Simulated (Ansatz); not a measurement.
# Ir3S4: the cost of one run

Computed with Ansatz 0.2.0 (reference: DFT r2SCAN, plane waves, PAW, scalar-relativistic, no spin polarisation, unless a step's input says otherwise).

1 further run of the same task is left out (it didn't finish).

### Step 1. The starting structure

Symmetry: C2/m, No. 12, monoclinic system. The conventional cell has a = 12.730 Å, b = 3.496 Å, c = 6.106 Å, α = 90.00°, β = 116.78°, γ = 90.00°. Ir (site symmetry 2/m) has 6 S at 2.47 to 2.51 Å as nearest neighbours. Ir (site symmetry m) is surrounded by 6 S at 2.41 to 2.55 Å. S (site symmetry m) is surrounded by 5 Ir at 2.46 to 2.55 Å. S (site symmetry m) has 4 Ir at 2.41 to 2.47 Å as nearest neighbours.

As a file:

```
CELL_PARAMETERS angstrom
0.00000 3.49630 0.00000
6.10567 0.00000 0.00000
-2.86731 1.74815 -5.68245
ATOMIC_POSITIONS crystal
Ir 0.50000 0.50000 0.00000
Ir 0.24000 0.78200 0.52000
Ir 0.76000 0.21800 0.48000
S 0.86600 0.47000 0.26800
S 0.13400 0.53000 0.73200
S 0.37900 0.95000 0.24200
S 0.62100 0.05000 0.75800
```

### Step 2. Baseline

The input, input.yaml:

```yaml
crystal:
  lattice:
    - [0.0, 3.49629503, 0.0]
    - [6.10567272, 0.0, 0.0]
    - [-2.86731099, 1.74814701, -5.68245291]
  atoms:
    - { symbol: Ir, position: [0.5, 0.5, 0.0] }
    - { symbol: Ir, position: [0.24, 0.782, 0.52] }
    - { symbol: Ir, position: [0.76, 0.218, 0.48] }
    - { symbol: S, position: [0.866, 0.47, 0.268] }
    - { symbol: S, position: [0.134, 0.53, 0.732] }
    - { symbol: S, position: [0.379, 0.95, 0.242] }
    - { symbol: S, position: [0.621, 0.05, 0.758] }
  symmetry: { tolerance: 0.0003 }
kpoints:
  mp_grid: { grid: [5, 4, 5], shift: [0, 0, 0] }
magnetization:
  spin_polarized: false
scf:
  occupations: { method: fermi_dirac, width: 0.1402 }
hamiltonian:
  pseudopotentials: { kind: paw }
  xc: r2scan
basis:
  ecutwfc: 500
output:
  forces: true
  stress: true
  eigenvalues: true
```

On the command line:

```console
$ ansatz run input.yaml --threads 1 --pin off --max-ram 2560MiB --backend cpu --events-out ev --progress --plain --runs-dir out
```

Q: Estimate wall time and peak memory on 1 thread of Arm Neoverse V2, shared host.

About 25 s, with a peak of 0.7 GiB.
